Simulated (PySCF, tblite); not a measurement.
# C6H8BCl3: geometry, infrared bands and NMR shifts

Wanted: the infrared bands and NMR shifts of C6H8BCl3 (`C=C1C[C@@H]1BCC(Cl)(Cl)Cl`), by calculation.

Computed with tblite 0.8.0 and PySCF 2.14.0, with density-fitted response routines of our own, on a single molecule in the gas phase. Atoms count from 0, in the outputs and in this text.

## 1. The molecule as given

18 atoms, charge 0, multiplicity 1; geometry from: force field or distance geometry start.

Bonds of the start (Å): C0–C1 1.34, C1–C2 1.48, C2–C3 1.51, C3–B4 1.59, B4–C5 1.60, C5–C6 1.51, C6–Cl7 1.78, C6–Cl8 1.77, C6–Cl9 1.78, C3–C1 1.49, C0–H10 1.10, C0–H11 1.08, C2–H12 1.12, C2–H13 1.11, C3–H14 1.10, B4–H15 1.18, C5–H16 1.10, C5–H17 1.12.

## 2. Optimising the geometry with GFN2-xTB

The job: settings as JSON, then the geometry in Å.

```
{"job": {"kind": "relax", "xc": "GFN2-xTB", "basis": "xTB"}, "charge": 0, "multiplicity": 1}
C      3.107600    -1.030400    -0.117900
C      2.204500    -0.067300    -0.341000
C      1.781400     1.342900    -0.203900
C      0.890400     0.344400    -0.900600
B     -0.377400    -0.173500    -0.094900
C     -1.796200     0.244100    -0.714300
C     -2.941500    -0.380200     0.043600
Cl    -2.875900     0.154100     1.742700
Cl    -2.958700    -2.150000    -0.064800
Cl    -4.433500     0.274100    -0.675700
H      2.830200    -2.027900    -0.493000
H      4.037200    -0.853600     0.398700
H      1.406700     1.702100     0.787400
H      2.300500     2.043100    -0.891600
H      0.786000     0.420100    -1.993400
H     -0.341500    -1.096500     0.640600
H     -1.798600    -0.101000    -1.757700
H     -1.830100     1.361800    -0.640700
```

The run is started by

```console
$ OMP_NUM_THREADS=1 python probes_run.py task.json out
```

This one command runs all jobs of the session in turn.

**Question.** This job is followed by: GFN2-xTB harmonic vibrations, gas phase; GIAO PBE0/pcSseg-1 NMR shielding, non-relativistic, gas phase. Predict these results of the whole session: strongest single infrared mode (GFN2-xTB); zero-point energy (GFN2-xTB); 13C shifts against TMS (PBE0/pcSseg-1); 1H shifts against TMS (PBE0/pcSseg-1); 11B shifts against BF3·OEt2 (PBE0/pcSseg-1); 35Cl shifts against HCl (PBE0/pcSseg-1, means over atoms taken as alike); surface potential, 1st and 99th percentile.

**Answer**, as computed:

| quantity | value |
| --- | --- |
| strongest single infrared mode (GFN2-xTB) | 1305 cm⁻¹, 207 km/mol |
| zero-point energy (GFN2-xTB) | 76.7 kcal/mol |
| 13C shifts against TMS (PBE0/pcSseg-1) | 143.0, 124.9, 110.2, 63.7, 24.6, 18.3 ppm |
| 1H shifts against TMS (PBE0/pcSseg-1) | 6.83, 5.90, 5.75, 3.17, 3.10, 1.91, 1.84, 1.57 ppm |
| 11B shifts against BF3·OEt2 (PBE0/pcSseg-1) | 78.8 ppm |
| 35Cl shifts against HCl (PBE0/pcSseg-1, means over atoms taken as alike) | 495 ppm |
| surface potential, 1st and 99th percentile | -0.60 V and 1.10 V |

**Reading.** The optimisation took 103 steps and gained 0.581 eV; among the close pairs (by a distance rule), C3–B4 changed most, from 1.589 to 1.533 Å. All 48 modes are real, so the xTB geometry is a minimum. The strongest single mode, at 1305 cm⁻¹, is carried by C3, H14, B4. GFN2-xTB is a fitted tight-binding method: band positions and strengths are rough. Its intensities can rank the bands wrongly. C6 stands next to heavy halogen, whose spin-orbit shielding this run leaves out, so the computed shift lies too far downfield, most of all for carbon beside Br or I. The most deshielded carbon is C1 (fully substituted alkene carbon), at 143.0 ppm: the olefinic region. At PBE0/pcSseg-1: The largest span, 805 ppm, is at Cl7, Cl8, Cl9, where the paramagnetic term is -690 ppm. By nearest atom (PBE0/pcSseg-1), the HOMO sits on C0, C1 about 36 % each and the LUMO on B4 50 %; H15 12 %.
